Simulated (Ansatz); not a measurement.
**CH3BZn (SMILES B=[CH][ZnH]): functionals against CCSD(T) at one geometry**

One table from this session's results is given with a row withheld; the runs are named, their logs left out.

The runs use Ansatz 0.2.0, Gaussian basis; single points in def2-TZVPP.

Correlated methods freeze the cores. The 3s and 3p shells of Cu and Zn are frozen; filled d shells are correlated.

1 further run of the same task is left out (it didn't finish).

### Where the work starts

SMILES `B=[CH][ZnH]`, 6 atoms, charge 0, spin multiplicity 1.

Atoms are counted from 1 here; the program's logs count them from 0.

Bond lengths: B1–C2 1.360 Å, B1–H4 1.155 Å, C2–Zn3 1.955 Å, C2–H5 1.113 Å, Zn3–H6 1.587 Å. Angles: C2–B1–H4 173.1°, B1–C2–Zn3 108.6°, B1–C2–H5 136.8°, Zn3–C2–H5 114.6°, C2–Zn3–H6 163.0°.

As a file:

```xyz
6
charge 0, multiplicity 1
B    -0.1448    1.2320    0.5169
C     0.4456    0.4495   -0.4258
Zn   -0.2154   -1.3791   -0.2234
H    -0.5625    1.8348    1.4086
H     1.1841    0.5869   -1.2471
H    -0.8278   -2.8126   -0.5196
```

The first run:

run/in.yaml reads:

```yaml
crystal:
  periodic: [false, false, false]
  atoms:
    - {symbol: B, position_ang: [-0.144797, 1.231952, 0.516902]}
    - {symbol: C, position_ang: [0.445607, 0.449462, -0.425828]}
    - {symbol: Zn, position_ang: [-0.215394, -1.379058, -0.223357]}
    - {symbol: H, position_ang: [-0.562500, 1.834782, 1.408639]}
    - {symbol: H, position_ang: [1.184143, 0.586940, -1.247067]}
    - {symbol: H, position_ang: [-0.827765, -2.812561, -0.519628]}
basis:
  gaussian: {orbitals: def2-TZVPP}
hamiltonian: {xc: pbe, dispersion: d4}
output: {forces: true}
```

On the command line:

```bash
ansatz run in.yaml --threads 2 --pin off --events-out ev --progress --plain --max-ram 3481MiB
```

Among the steps run: PBE-D4/def2-TZVPP; r2SCAN-D4/def2-TZVPP; PBE0-D4/def2-TZVPP; wB97M-V/def2-TZVPP; CCSD(T)/def2-TZVPP.

One of the session's tables, all rows but one given; the rest of the session is left out.

```
   method  RMS force component (eV/Å)  angle to CCSD(T) forces (°)  dipole (D)
   PBE-D4                       0.427                         14.0        0.51
r2SCAN-D4                       0.470                         19.0        0.61
  PBE0-D4                           ?                            ?           ?
  wB97M-V                       0.478                         26.5        0.72
  CCSD(T)                       0.489                    reference        0.65
```

Q: Estimate the row for PBE0-D4 from the others.

As computed: RMS force component (eV/Å): 0.472; angle to CCSD(T) forces (°): 23.3; dipole (D): 0.66. In the column «RMS force component (eV/Å)» it lies between r2SCAN-D4 (0.470) and wB97M-V (0.478).

To keep in mind: CCSD(T) in triple zeta still lacks some correlation energy of the bonds, so part of these gaps is its own basis error and they don't rank the functionals.
